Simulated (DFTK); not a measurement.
HPbNO4 in DFTK: the effect of pseudo set

The system is HPbNO4.

```
CELL_PARAMETERS angstrom
4.19923 0.11117 0.16817
1.91600 3.89132 0.12568
1.76085 1.25259 6.37266
ATOMIC_POSITIONS crystal
H 0.89145 0.68202 0.62796
Pb 0.14426 0.92872 0.88352
N 0.25670 0.28861 0.30171
O 0.83108 0.65056 0.78405
O 0.38694 0.22380 0.11295
O 0.31104 0.03576 0.45856
O 0.07726 0.60633 0.32275
```

The cell was built by a generator and needn't be a form met in nature.

Alike in all runs:

```yaml
Program: DFTK 0.8.2
Task: single point
Functional: PBE
k_mesh: 5 × 5 × 3
Occupations: fermi-dirac, width 0.05 eV
Spin: no spin polarisation
```

| pseudo set | cutoff | gap on the mesh (eV) | pressure (GPa) | largest force (eV/Å) |
| --- | --- | --- | --- | --- |
| dojo.nc.sr.pbe.v0_4_1.standard.upf (PBE) | 1143 eV | 2.84 | -0.1 | 0.18 |
| SG15 1.2 (PBE) | 1225 eV | 2.85 | 0.1 | 0.12 |
| SPMS 1.0 (PBE) | 1225 eV | 2.85 | -0.2 | 0.17 |
| in-house norm-conserving set (PBE, scalar relativistic) | 1252 eV | ? | ? | ? |

Task: What does the run with pseudo set in-house norm-conserving set (PBE, scalar relativistic) give?

Result: gap on the mesh 2.86 eV; pressure -0.1 GPa; largest force 0.04 eV/Å.

Caveats: spin-orbit coupling is left out, which as a rule narrows the gap of such compounds by several tenths of an eV; an odd mesh through Γ misses points on the zone boundary, where band edges often lie.
